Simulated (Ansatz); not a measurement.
# TiRh: how the settings move a relaxation

How sensitive is a relaxation of TiRh to its settings? A reference run comes first, then one run with altered input.

Program: Ansatz 0.2.0. Level of theory: reference: DFT, PBEsol, PAW with Ansatz's default frozen-core files, scalar-relativistic; relaxation of cell and atoms. These are calculated values, not measurements.

## 1. The system as given

Symmetry: P4/mmm, No. 123, tetragonal system. The conventional cell has a = 2.988 Å, b = 2.988 Å, c = 3.350 Å, α = 90.00°, β = 90.00°, γ = 90.00°. Ti (site symmetry 4/mmm) is surrounded by 8 Rh at 2.70 Å and 4 Ti at 2.99 Å. Rh (site symmetry 4/mmm) is surrounded by 8 Ti at 2.70 Å and 4 Rh at 2.99 Å.

Structure file:

```
Ti Rh
1.0
     2.98800    0.00000    0.00000
     0.00000    2.98800    0.00000
     0.00000    0.00000    3.35000
Ti Rh
1 1
Direct
  0.50000 0.50000 0.50000
  0.00000 0.00000 0.00000
```

## 2. The reference run

Input file input.yaml:

```yaml
crystal:
  lattice:
    - [2.988, 0.0, 0.0]
    - [0.0, 2.988, 0.0]
    - [0.0, 0.0, 3.35]
  atoms:
    - { symbol: Ti, position: [0.5, 0.5, 0.5] }
    - { symbol: Rh, position: [0.0, 0.0, 0.0] }
kpoints:
  mp_grid: { grid: [12, 12, 10] }
scf:
  occupations: { method: fermi_dirac, width: 0.1 }
hamiltonian:
  xc: pbesol
  pseudopotentials: { kind: paw }
relax:
  f_tol: 0.002
  max_steps: 80
  cell: {}
output:
  forces: true
  stress: true
```

Run with:

```bash
$ ansatz run input.yaml --threads 1 --pin off --max-ram 3072MiB --backend cpu --events-out ev --progress --plain --runs-dir out
```

The main lines of its log:

```text
[...]
Basis set: ecut = 420 eV, 575 PW (Γ), exchange–correlation on 40×40×48 points (8 copies of the dense FFT grid, shifted against one another)
[...]
k-points: 168 of 1440
[...]
SCF iter   1: F=—  HF=-8814.157946 eV  |F-HF|=—  |Δ(HF+E_count)|=         —  Δρ=1.07e-2  dr2=3.62e-2  ethr=1.77e-3  ⟨swp⟩=4.2  Hψ=12370  notcnv=0
preconditioner: auto → none  [metal: Δε(μ)=0.015 eV  Ē_g=4.662 eV  σ=0.100 eV  W_gap=0.04  n_scr=6 (ndim 8)  ℏωp=24.5 eV  f_vac=0.000  D(μ)=2.35/eV (n_scr^D=28)  sad-step TF]
SCF iter   2: F=—  HF=-8814.153298 eV  |F-HF|=—  |Δ(HF+E_count)|=   4.65e-3  Δρ=5.46e-3  dr2=1.15e-2  ethr=1.25e-4  ⟨swp⟩=2.0  Hψ=4960  notcnv=0
[...]
relax step   1: F+E_penalty+E_count = -8814.15145121 eV  Δ(F+E_penalty+E_count) = +0.000e0 eV  max|allowed force component| = 1.381e-30 eV/Å  Δτ_max = 0.0000 Å  P = -6.530 GPa  Ω = 29.909 Å³  (6 SCF iters, dr2 threshold 1.00e-7 eV, accepted)
[...]
Basis set: ecut = 420 eV, 543 PW (Γ), exchange–correlation on 40×40×48 points (8 copies of the dense FFT grid, shifted against one another)
[...]
relax step   2: F+E_penalty+E_count = -8814.16071829 eV  Δ(F+E_penalty+E_count) = -9.267e-3 eV  max|allowed force component| = 2.840e-29 eV/Å  Δτ_max = 0.0000 Å  P = +6.770 GPa  Ω = 28.027 Å³  energy of the carried Pulay correction = +6.295e-4 eV  (6 SCF iters
[...]
relax step   3: F+E_penalty+E_count = -8814.17800842 eV  Δ(F+E_penalty+E_count) = -1.729e-2 eV  max|allowed force component| = 1.242e-29 eV/Å  Δτ_max = 0.0000 Å  P = -0.219 GPa  Ω = 28.921 Å³  energy of the carried Pulay correction = +3.286e-4 eV  (6 SCF iters
[...]
relax step   4: F+E_penalty+E_count = -8814.17833764 eV  Δ(F+E_penalty+E_count) = -3.292e-4 eV  max|allowed force component| = 2.682e-29 eV/Å  Δτ_max = 0.0000 Å  P = -0.005 GPa  Ω = 28.886 Å³  energy of the carried Pulay correction = +3.419e-4 eV  (6 SCF iters
[...]
relax step   5: F+E_penalty+E_count = -8814.17835165 eV  Δ(F+E_penalty+E_count) = -1.401e-5 eV  max|allowed force component| = 1.696e-29 eV/Å  Δτ_max = 0.0000 Å  P = +0.000 GPa  Ω = 28.884 Å³  energy of the carried Pulay correction = +3.430e-4 eV  (6 SCF iters
[...]
SCF iter   5: F=-8814.178008 eV  HF=-8814.178008 eV  |F-HF|=7.28e-12  |Δ(HF+E_count)|=  2.91e-10  Δρ=3.24e-7  dr2=1.47e-11  ethr=1.00e-12  ⟨swp⟩=2.1  Hψ=5039  notcnv=0
SCF iter   6: F=-8814.178008 eV  HF=-8814.178008 eV  |F-HF|=1.82e-12  |Δ(HF+E_count)|=  5.46e-12  Δρ=4.47e-8  dr2=4.88e-13  ethr=1.00e-12  ⟨swp⟩=3.9  Hψ=12543  notcnv=0
[...]
relax step   6: F+E_penalty+E_count = -8814.17800801 eV  Δ(F+E_penalty+E_count) = +3.436e-4 eV  max|allowed force component| = 1.696e-29 eV/Å  Δτ_max = 0.0000 Å  P = +0.007 GPa  Ω = 28.884 Å³  stress off target by 1.72e-2 GPa  SCF on the basis re-selected at t
[...]
SCF converged after 6 iterations
Free energy (F): -8814.178008 eV
[...]
E sigma→0 (E₀):  -8814.141700 eV
[...]
Fermi energy:    19.031127 eV
[...]
  P = ⅓ Tr σ = 0.0072 GPa (0.072 kbar)
--- Relaxed structure (5 steps of the walk, 5 accepted, 1 SCFs on fresh bases) ---
[...]
```

Run time: 13 s. Hardware: 1 thread of Intel Xeon 6975P-C (Granite Rapids), shared host; peak memory 0.45 GiB.

## 3. Changed: occupations.method tetrahedron, lower_state_search off, dispersion d3bj, width left out

Changes to input.yaml since step 2:

```diff
@@ -11,3 +11,4 @@
 scf:
-  occupations: { method: fermi_dirac, width: 0.1 }
+  occupations: { method: tetrahedron }
+  lower_state_search: "off"
 hamiltonian:
@@ -15,2 +16,3 @@
   pseudopotentials: { kind: paw }
+  dispersion: d3bj
 relax:
```

Run with:

```bash
$ ansatz run input.yaml --threads 1 --pin off --max-ram 3072MiB --backend cpu --events-out ev --progress --plain --runs-dir out
```

Standard output:

```text
Warning: relax: with tetrahedron occupations the Hellmann–Feynman forces and the energy need not agree along the walk (scf.occupations.method in the input reference, under Limitations); prefer a smearing scheme for the relaxation and re-run the relaxed geometry with tetrahedron occupations for the final energies/DOS
Warning: output.forces, output.stress, relax.cell or npt_langevin: where a Kohn–Sham band that disperses or a degenerate level is filled in part under the method tetrahedron, the forces or the stress that this run publishes need not agree with its energy (scf.occupations.method in the input reference, under Limitations); prefer a smearing scheme for the forces or the stress
Engine: ansatz 0.2.0
Pseudopotentials: kind: paw
Pseudopotential: Ti, paw, valence charge 12, recommended cutoff 420 eV (normal), Ti.paw.azcp
Pseudopotential: Rh, paw, valence charge 17, recommended cutoff 420 eV (normal), Rh.paw.azcp
Functional definition: PBEsol
  exchange = pbesol_x
  correlation = pbesol_c
Crystal: 2 atoms, lattice volume = 29.909 Å³
Basis set: ecut = 420 eV, 575 PW (Γ), exchange–correlation on 40×40×48 points (8 copies of the dense FFT grid, shifted against one another)
Bands: 19, of which v1, the nominal top of the filled ones, is band 15 counted from 1 (14 counted from 0)
Symmetry: 16 space group operations
Space group: P4/mmm (ITA 123), of the structure as read, at distance tolerance 3.1e-5 Å
k-points: 168 of 1440
Non-local potential: Ti, projectors of the file, l = 0: 3, l = 1: 2, l = 2: 3, l = 3: 1
Non-local potential: Rh, projectors of the file, l = 0: 3, l = 1: 2, l = 2: 2, l = 3: 1
PAW form: soft (Blöchl's): semilocal exchange-correlation on the pseudo side does not see the compensation charge
PAW frozen core: Ti, regenerated for the run's functional, and the local potential with it (the file was generated under x = pbe(κ = 0.804, μ = 0.2195149727645171), c = pbe(β = 0.06672455060314922))
PAW frozen core: Rh, regenerated for the run's functional, and the local potential with it (the file was generated under x = pbe(κ = 0.804, μ = 0.2195149727645171), c = pbe(β = 0.06672455060314922))
PAW one-centre angular grid: Ti, 590 points (default); XC on 64 Gauss nodes
PAW one-centre angular grid: Rh, 590 points (default); XC on 64 Gauss nodes
Initial density: superposition of atomic densities (neutral atoms: chi_scale 0, normalization atom), corrected by the library's trained network
Initial wavefunctions: pseudopotential atomic-orbital guess
Functional: x = pbesol(κ = 0.804, μ = 0.12345679012345678), c = pbesol(β = 0.046)
SCF iter   1: F=—  HF=-8815.363763 eV  |F-HF|=—  |Δ(HF+E_count)|=         —  Δρ=1.08e-2  dr2=3.64e-2  ethr=1.77e-3  ⟨swp⟩=5.0  Hψ=12853  notcnv=0
preconditioner: auto → none  [metal: no gap  n_scr=6 (ndim 8)  ℏωp=24.5 eV  f_vac=0.000  sad-step TF]
SCF iter   2: F=—  HF=-8815.358474 eV  |F-HF|=—  |Δ(HF+E_count)|=   5.29e-3  Δρ=6.10e-3  dr2=1.32e-2  ethr=1.26e-4  ⟨swp⟩=2.7  Hψ=6296  notcnv=0  defer=22
SCF iter   3: F=—  HF=-8815.361498 eV  |F-HF|=—  |Δ(HF+E_count)|=   3.02e-3  Δρ=9.21e-3  dr2=4.31e-2  ethr=4.55e-5  ⟨swp⟩=2.1  Hψ=5362  notcnv=0  defer=22  recentre
SCF iter   4: F=—  HF=-8815.357020 eV  |F-HF|=—  |Δ(HF+E_count)|=   4.48e-3  Δρ=1.61e-3  dr2=5.35e-4  ethr=4.55e-5  ⟨swp⟩=2.2  Hψ=4692  notcnv=0  defer=22
SCF iter   5: F=—  HF=-8815.356991 eV  |F-HF|=—  |Δ(HF+E_count)|=   2.93e-5  Δρ=1.39e-4  dr2=1.92e-6  ethr=1.84e-6  ⟨swp⟩=2.5  Hψ=5652  notcnv=0  defer=22
SCF iter   6: F=—  HF=-8815.356969 eV  |F-HF|=—  |Δ(HF+E_count)|=   2.17e-5  Δρ=6.26e-5  dr2=8.00e-7  ethr=6.61e-9  ⟨swp⟩=2.0  Hψ=5393  notcnv=0  defer=22
SCF iter   7: F=—  HF=-8815.356971 eV  |F-HF|=—  |Δ(HF+E_count)|=   1.81e-6  Δρ=1.01e-5  dr2=1.50e-8  ethr=2.76e-9  ⟨swp⟩=2.0  Hψ=3873  notcnv=0  defer=22
SCF iter   8: F=—  HF=-8815.356971 eV  |F-HF|=—  |Δ(HF+E_count)|=   2.57e-8  Δρ=2.67e-6  dr2=2.62e-9  ethr=5.19e-11  ⟨swp⟩=2.1  Hψ=4929  notcnv=0  defer=22
SCF iter   9: F=—  HF=-8815.356971 eV  |F-HF|=—  |Δ(HF+E_count)|=   3.18e-9  Δρ=6.11e-7  dr2=1.40e-10  ethr=9.03e-12  ⟨swp⟩=2.0  Hψ=3834  notcnv=0  defer=22
SCF iter  10: F=-8815.356971 eV  HF=-8815.356971 eV  |F-HF|=0.00e0  |Δ(HF+E_count)|=   1.95e-9  Δρ=5.08e-8  dr2=5.98e-13  ethr=1.00e-12  ⟨swp⟩=5.0  Hψ=12415  notcnv=0
SCF 1 converged in 10 iterations: F = -8815.356971 eV  dr2 = 5.98e-13
relax step   1: F+E_penalty+E_count = -8815.35697091 eV  Δ(F+E_penalty+E_count) = +0.000e0 eV  max|allowed force component| = 4.536e-30 eV/Å  Δτ_max = 0.0000 Å  P = -13.478 GPa  Ω = 29.909 Å³  (10 SCF iters, accepted)
Crystal: 2 atoms, lattice volume = 26.425 Å³
Basis set: ecut = 420 eV, 511 PW (Γ), exchange–correlation on 40×40×48 points (8 copies of the dense FFT grid, shifted against one another)
Initial density: handed on by an earlier stage of this run
Initial wavefunctions: those handed on with the density
SCF iter   1: F=—  HF=-8815.502644 eV  |F-HF|=—  |Δ(HF+E_count)|=         —  Δρ=4.86e-2  dr2=1.02e0  ethr=3.10e-3  ⟨swp⟩=4.7  Hψ=13022  notcnv=0
preconditioner: auto → none  [metal: no gap  n_scr=6 (ndim 8)  ℏωp=26.0 eV  f_vac=0.000]
SCF iter   2: F=—  HF=-8816.441781 eV  |F-HF|=—  |Δ(HF+E_count)|=   9.39e-1  Δρ=1.39e-1  dr2=7.82e0  ethr=3.10e-3  ⟨swp⟩=2.4  Hψ=6354  notcnv=0  defer=34  recentre
SCF iter   3: F=—  HF=-8815.396772 eV  |F-HF|=—  |Δ(HF+E_count)|=    1.05e0  Δρ=7.61e-3  dr2=1.33e-2  ethr=3.10e-3  ⟨swp⟩=2.5  Hψ=6204  notcnv=0  defer=30
SCF iter   4: F=—  HF=-8815.407182 eV  |F-HF|=—  |Δ(HF+E_count)|=   1.04e-2  Δρ=1.33e-2  dr2=6.79e-2  ethr=4.58e-5  ⟨swp⟩=2.9  Hψ=7430  notcnv=0  defer=32
SCF iter   5: F=—  HF=-8815.398117 eV  |F-HF|=—  |Δ(HF+E_count)|=   9.06e-3  Δρ=5.98e-3  dr2=1.46e-2  ethr=4.58e-5  ⟨swp⟩=2.5  Hψ=5604  notcnv=0  defer=32
SCF iter   6: F=—  HF=-8815.396241 eV  |F-HF|=—  |Δ(HF+E_count)|=   1.88e-3  Δρ=1.87e-3  dr2=1.38e-3  ethr=4.58e-5  ⟨swp⟩=2.0  Hψ=3983  notcnv=0  defer=32
SCF iter   7: F=—  HF=-8815.395973 eV  |F-HF|=—  |Δ(HF+E_count)|=   2.67e-4  Δρ=5.03e-4  dr2=9.13e-5  ethr=4.76e-6  ⟨swp⟩=2.0  Hψ=4021  notcnv=0  defer=32
SCF iter   8: F=—  HF=-8815.395901 eV  |F-HF|=—  |Δ(HF+E_count)|=   7.24e-5  Δρ=7.25e-5  dr2=2.14e-6  ethr=3.15e-7  ⟨swp⟩=2.0  Hψ=4108  notcnv=0  defer=32
SCF iter   9: F=—  HF=-8815.395900 eV  |F-HF|=—  |Δ(HF+E_count)|=   8.49e-7  Δρ=3.36e-6  dr2=9.42e-10  ethr=7.39e-9  ⟨swp⟩=2.1  Hψ=4685  notcnv=0  defer=32
SCF iter  10: F=—  HF=-8815.395900 eV  |F-HF|=—  |Δ(HF+E_count)|=   1.34e-7  Δρ=5.21e-7  dr2=7.77e-11  ethr=3.25e-12  ⟨swp⟩=2.2  Hψ=6348  notcnv=0  defer=32
SCF iter  11: F=-8815.395900 eV  HF=-8815.395900 eV  |F-HF|=5.46e-12  |Δ(HF+E_count)|=   8.84e-9  Δρ=1.36e-7  dr2=7.18e-12  ethr=1.00e-12  ⟨swp⟩=5.0  Hψ=12379  notcnv=0
SCF 2 converged in 11 iterations: F = -8815.395900 eV  dr2 = 7.18e-12
relax step   2: F+E_penalty+E_count = -8815.39590022 eV  Δ(F+E_penalty+E_count) = -3.893e-2 eV  max|allowed force component| = 2.998e-29 eV/Å  Δτ_max = 0.0000 Å  P = +13.971 GPa  Ω = 26.425 Å³  energy of the carried Pulay correction = +1.197e-3 eV  (11 SCF iters, accepted)
Crystal: 2 atoms, lattice volume = 28.074 Å³
Basis set: ecut = 420 eV, 543 PW (Γ), exchange–correlation on 40×40×48 points (8 copies of the dense FFT grid, shifted against one another)
iter 1 solved again at ethr=9.80e-4 eV; its pass at ethr=3.10e-3 eV (dr2=2.84e-1 eV) is discarded
SCF iter   1: F=—  HF=-8815.482990 eV  |F-HF|=—  |Δ(HF+E_count)|=         —  Δρ=2.46e-2  dr2=2.84e-1  ethr=9.80e-4  ⟨swp⟩=1.0  Hψ=17077  notcnv=0
preconditioner: auto → none  [metal: no gap  n_scr=6 (ndim 8)  ℏωp=25.3 eV  f_vac=0.000]
SCF iter   2: F=—  HF=-8815.831831 eV  |F-HF|=—  |Δ(HF+E_count)|=   3.49e-1  Δρ=9.47e-2  dr2=4.09e0  ethr=9.79e-4  ⟨swp⟩=3.5  Hψ=6601  notcnv=0  recentre
SCF iter   3: F=—  HF=-8815.454547 eV  |F-HF|=—  |Δ(HF+E_count)|=   3.77e-1  Δρ=3.95e-3  dr2=6.36e-3  ethr=9.79e-4  ⟨swp⟩=2.3  Hψ=6368  notcnv=0  defer=32
SCF iter   4: F=—  HF=-8815.454077 eV  |F-HF|=—  |Δ(HF+E_count)|=   4.70e-4  Δρ=1.44e-3  dr2=1.98e-4  ethr=2.19e-5  ⟨swp⟩=2.0  Hψ=4172  notcnv=0  defer=33
SCF iter   5: F=—  HF=-8815.454164 eV  |F-HF|=—  |Δ(HF+E_count)|=   8.73e-5  Δρ=3.64e-4  dr2=5.22e-5  ethr=6.82e-7  ⟨swp⟩=2.0  Hψ=6262  notcnv=0  defer=33
SCF iter   6: F=—  HF=-8815.454098 eV  |F-HF|=—  |Δ(HF+E_count)|=   6.61e-5  Δρ=7.75e-5  dr2=1.58e-6  ethr=1.80e-7  ⟨swp⟩=2.0  Hψ=4161  notcnv=0  defer=33
SCF iter   7: F=—  HF=-8815.454098 eV  |F-HF|=—  |Δ(HF+E_count)|=   3.83e-7  Δρ=1.91e-5  dr2=1.34e-7  ethr=5.46e-9  ⟨swp⟩=2.1  Hψ=4592  notcnv=0  defer=33
SCF iter   8: F=—  HF=-8815.454099 eV  |F-HF|=—  |Δ(HF+E_count)|=   4.88e-7  Δρ=5.97e-6  dr2=1.36e-8  ethr=4.63e-10  ⟨swp⟩=2.0  Hψ=3756  notcnv=0  defer=33
SCF iter   9: F=—  HF=-8815.454099 eV  |F-HF|=—  |Δ(HF+E_count)|=   4.37e-7  Δρ=1.59e-6  dr2=7.92e-10  ethr=4.68e-11  ⟨swp⟩=2.0  Hψ=4087  notcnv=0  defer=33
SCF iter  10: F=-8815.454099 eV  HF=-8815.454099 eV  |F-HF|=1.09e-11  |Δ(HF+E_count)|=   1.15e-7  Δρ=1.88e-7  dr2=9.50e-12  ethr=1.00e-12  ⟨swp⟩=4.4  Hψ=14932  notcnv=0
SCF 3 converged in 10 iterations: F = -8815.454099 eV  dr2 = 9.50e-12
relax step   3: F+E_penalty+E_count = -8815.45409906 eV  Δ(F+E_penalty+E_count) = -5.820e-2 eV  max|allowed force component| = 6.903e-30 eV/Å  Δτ_max = 0.0000 Å  P = -1.360 GPa  Ω = 28.074 Å³  energy of the carried Pulay correction = +6.161e-4 eV  (10 SCF iters, accepted)
[... 11 lines left out ...]
relax step   4: F+E_penalty+E_count = -8815.45568527 eV  Δ(F+E_penalty+E_count) = -1.586e-3 eV  max|allowed force component| = 1.006e-29 eV/Å  Δτ_max = 0.0000 Å  P = -0.117 GPa  Ω = 27.915 Å³  energy of the carried Pulay correction = +6.725e-4 eV  (8 SCF iters, accepted)
[... 10 lines left out ...]
relax step   5: F+E_penalty+E_count = -8815.45578016 eV  Δ(F+E_penalty+E_count) = -9.489e-5 eV  max|allowed force component| = 2.761e-29 eV/Å  Δτ_max = 0.0000 Å  P = +0.004 GPa  Ω = 27.899 Å³  energy of the carried Pulay correction = +6.784e-4 eV  (7 SCF iters, accepted)
Initial wavefunctions: pseudopotential atomic-orbital guess (no wavefunctions were taken with the density)
iter 1 solved again at ethr=3.37e-9 eV; its pass at ethr=3.10e-3 eV (dr2=9.77e-7 eV) is discarded
SCF iter   1: F=—  HF=-8815.455082 eV  |F-HF|=—  |Δ(HF+E_count)|=         —  Δρ=1.50e-4  dr2=8.73e-7  ethr=3.37e-9  ⟨swp⟩=3.9  Hψ=24178  notcnv=0
SCF iter   2: F=—  HF=-8815.455049 eV  |F-HF|=—  |Δ(HF+E_count)|=   3.31e-5  Δρ=7.09e-5  dr2=2.77e-7  ethr=3.01e-9  ⟨swp⟩=2.0  Hψ=6382  notcnv=0
SCF iter   3: F=—  HF=-8815.455050 eV  |F-HF|=—  |Δ(HF+E_count)|=   4.91e-7  Δρ=7.52e-5  dr2=2.28e-6  ethr=9.55e-10  ⟨swp⟩=2.0  Hψ=5045  notcnv=0  recentre
SCF iter   4: F=—  HF=-8815.455051 eV  |F-HF|=—  |Δ(HF+E_count)|=   1.59e-6  Δρ=1.95e-5  dr2=5.67e-8  ethr=9.55e-10  ⟨swp⟩=2.2  Hψ=5268  notcnv=0
SCF iter   5: F=—  HF=-8815.455051 eV  |F-HF|=—  |Δ(HF+E_count)|=   1.11e-8  Δρ=4.94e-6  dr2=1.15e-9  ethr=1.96e-10  ⟨swp⟩=2.0  Hψ=3919  notcnv=0
SCF iter   6: F=-8815.455051 eV  HF=-8815.455051 eV  |F-HF|=5.46e-12  |Δ(HF+E_count)|=   1.58e-8  Δρ=4.97e-7  dr2=1.90e-11  ethr=1.00e-12  ⟨swp⟩=4.1  Hψ=16840  notcnv=0
SCF 6 converged in 6 iterations: F = -8815.455051 eV  dr2 = 1.90e-11
relax step   6: F+E_penalty+E_count = -8815.45505107 eV  Δ(F+E_penalty+E_count) = +7.291e-4 eV  max|allowed force component| = 2.761e-29 eV/Å  Δτ_max = 0.0000 Å  P = +0.017 GPa  Ω = 27.899 Å³  stress off target by 2.06e-2 GPa  SCF on the basis re-selected at this cell (its energy is not comparable with the rows above)  (6 SCF iters)
basis re-selected at this cell: Δ(F+E_penalty+E_count) = +7.291e-4 eV, ΔP = +0.012 GPa vs the last step (what re-selecting the basis moved, of the pressure what is left beyond the Pulay correction that the steps carried, after the strain that the cell walked since its last selection, with what the two solves' SCF thresholds leave and, on support functions, any second-order correction that the steps lacked; it is no measure of the basis error at this ecutwfc). This SCF's stress stands 2.06e-2 GPa from its target on what of the cell is left free (relax.cell.stress_tol is 5.00e-2 GPa) and its largest allowed force component is 2.76e-29 eV/Å (relax.f_tol is 2.00e-3 eV/Å): within both
SCF converged after 6 iterations
Stability not checked: this state was not tested for a lower state beside it, because cold or Methfessel-Paxton smearing, or corrected tetrahedra, fill the levels in a way that the test cannot read (fill_not_monotonic; see scf.lower_state_search)
Free energy (F): -8815.455051 eV
Harris-Foulkes:  -8815.455051 eV  (|F-HF|=5.46e-12)
Internal energy: -8815.454986 eV  (E = F + TS)
E sigma→0 (E₀):  -8815.455051 eV
Entropy (-TS):   -0.000065 eV (-0.032 meV/atom)
Fermi energy:    19.850269 eV
--- Per-component energies (eV) ---
  E_band       = -220.247303
  E_kinetic    = 850.060193
  E_local      = -2353.574670  (includes V_loc(G=0)·N_el)
  E_nonlocal   = 364.463186
  E_hartree    = 881.687541
  E_xc         = -319.695924
  E_vxc        = -402.647084  (∫ρ·V_xc dr)
  E_paw        = -4546.141183  (= ΣΔE_a)
  E_vpaw       = -441.924942  (= ΣTr[D̂ρ^β])
  E_aug_tail   = 0.000907  (compensation charges beyond the density's cutoff)
  E_ewald      = -3691.333404
  E_disp       = -1.337216  (pairwise vdW)
  E_core_change = 0.415584  (= ΣΔE_core)
  E_smearing   = -0.000065  (= −TS)
  E_closure    = 0.000000  (closes the sum)
  Σ components = -8815.455051   (vs F -8815.455051, Δ=0.00e0)
--- Forces (eV/Å), atoms counted from 1 ---
  atom   1  Ti     0.00000000    -0.00000000    -0.00000000
  atom   2  Rh    -0.00000000     0.00000000     0.00000000
  max |Σ_I F_I| component: 4.58e-29 eV/Å
--- Stress (GPa, compression-positive) ---
        0.015019      -0.000000       0.000000
       -0.000000       0.015019      -0.000000
        0.000000      -0.000000       0.020634
  P = ⅓ Tr σ = 0.0169 GPa (0.169 kbar)
--- Band table (eV; the first three rows and the last of 168) ---
  k-point 0: bands = ["-59.0450", "-37.1795", "-26.9601", "-26.8915", "-26.8915", "-13.4969", "-13.3387", "-13.3387", "12.1485", "14.1780", "14.3578", "17.2572", "17.2572", "18.1932", "20.0585", "21.2853", "22.7035", "22.8449", "22.8449"]
  k-point 1: bands = ["-59.0448", "-37.1794", "-26.9620", "-26.8910", "-26.8910", "-13.5095", "-13.3394", "-13.3394", "12.3185", "14.2843", "14.4249", "17.2795", "17.2795", "18.2259", "19.9177", "21.2348", "22.6146", "22.6146", "22.6478"]
  k-point 2: bands = ["-59.0443", "-37.1792", "-26.9670", "-26.8897", "-26.8897", "-13.5425", "-13.3411", "-13.3411", "12.8025", "14.5821", "14.6151", "17.3444", "17.3444", "18.3152", "19.5402", "21.0409", "22.0703", "22.0703", "22.4987"]
  k-point 167: bands = ["-59.0121", "-37.0805", "-27.0619", "-27.0619", "-26.9535", "-13.6994", "-13.6994", "-13.5363", "15.2186", "15.8132", "15.8132", "17.5660", "18.2494", "18.2494", "18.7542", "19.6484", "22.2614", "23.1302", "29.1642"]
--- Relaxed structure (5 steps of the walk, 5 accepted, 1 SCFs on fresh bases) ---
  F+E_penalty+E_count = -8815.45505107 eV   max|allowed force component| = 2.761e-29 eV/Å   (the final SCF, on the basis selected at the relaxed cell)
  cell:  # Å, volume = 27.8994 Å³
    - [2.886830503841381, -4.634744058123614e-34, 0.0]
    - [-4.634744058123614e-34, 2.886830503841381, 0.0]
    - [0.0, 0.0, 3.347747244622765]
  atoms:
    - { symbol: Ti, position: [0.49999999999999994, 0.49999999999999994, 0.5] }
    - { symbol: Rh, position: [8.18282546757148e-36, 1.007116980624182e-36, 0.0] }
```

It took 18 s on 1 thread of Intel Xeon 6975P-C (Granite Rapids), shared host; peak memory 0.45 GiB.

Changing the smearing, search for lower states and dispersion term moves the energy by -656.7 meV/atom (σ→0 values), and the final volume goes from 28.88 to 27.90 Å³. Cost: 52 SCF cycles against 36.

## 4. Comparison

| run | ending | energy change | pressure (GPa) | gap (eV) | force (eV/Å) | cycles | time |
| --- | --- | --- | --- | --- | --- | --- | --- |
| reference | converged | 0 | 0.0 | 0.00 | 0.00 | 36 | 13 s |
| 1: occupations.method tetrahedron, lower_state_search off, dispersion d3bj, width left out | converged | -656.7 meV/atom (σ→0) (offset of the dispersion model) | 0.0 | 0.00 | 0.00 | 52 | 18 s |

**Reading.** Changing the smearing, search for lower states and dispersion term moves the energy by -656.7 meV/atom (σ→0 values), and the final volume goes from 28.88 to 27.90 Å³. Cost: 52 SCF cycles against 36.
